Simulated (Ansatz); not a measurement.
# WSb: the cost of one run

Program: Ansatz 0.2.0. Level of theory: DFT PBE, scalar-relativistic, plane waves, PAW. These are calculated values, not measurements.

1 further run of the same task is left out (set aside as unsound or not needed). Runs told in other sessions of the task aren't counted.

## Step 1: The starting structure

It takes space group P6_3/mmc (No. 194, hexagonal). The conventional cell has a = 4.400 Å, b = 4.400 Å, c = 5.210 Å, α = 90.00°, β = 90.00°, γ = 120.00°. Around W (site symmetry -3m) lie 2 W at 2.61 Å and 6 Sb at 2.85 Å. Around Sb (site symmetry -6m2) lie 6 W at 2.85 Å.

Structure file:

```cif
data_structure
_symmetry_space_group_name_H-M 'P6_3/mmc'
_symmetry_Int_Tables_number 194
_cell_length_a 4.4002
_cell_length_b 4.4002
_cell_length_c 5.2102
_cell_angle_alpha 90.000
_cell_angle_beta 90.000
_cell_angle_gamma 120.000
_cell_volume 87.36
loop_
_atom_site_label
_atom_site_type_symbol
_atom_site_symmetry_multiplicity
_atom_site_Wyckoff_symbol
_atom_site_fract_x
_atom_site_fract_y
_atom_site_fract_z
_atom_site_occupancy
W1 W 2 a 0.00000 0.00000 0.00000 1
Sb1 Sb 2 c 0.33333 0.66667 0.25000 1
```

An earlier run at PBE left this cell at 21.841 Å³/atom and 0.00 GPa (10×10×6 mesh).

Volume factors to run: 0.980, 1.020, 0.960, 1.040, 1.070, 1.100, 0.945.

## Step 2: Scaling the volume by 0.980

The input, input.yaml:

```yaml
crystal:
  lattice:
    - [4.3706931396, 0.0, 0.0]
    - [-2.1853465698, 3.785131291, 0.0]
    - [0.0, 0.0, 5.1752527788]
  atoms:
    - { symbol: W, position: [0.0, 0.0, 0.0] }
    - { symbol: W, position: [0.0, 0.0, 0.5] }
    - { symbol: Sb, position: [0.3333333333, 0.6666666667, 0.25] }
    - { symbol: Sb, position: [0.6666666667, 0.3333333333, 0.75] }
basis:
  ecutwfc: 420
  ecutrho_ratio: 4
kpoints:
  mp_grid: { grid: [10, 10, 6] }
hamiltonian:
  xc: pbe
scf:
  occupations: { method: gaussian, width: 0.05 }
output:
  forces: true
  stress: true
  eigenvalues: true
relax:
  f_tol: 0.01
  max_steps: 40
  cell: { stress_tol: 0.1, fix: [volume] }
```

Launch:

```console
ansatz run input.yaml --threads 2 --pin off --max-ram 2662MiB --backend cpu --events-out ev --progress --plain --runs-dir out
```

What time and memory should one allow on 2 threads of Arm Neoverse V2, shared host?

About 18 s, with a peak of 0.45 GiB.
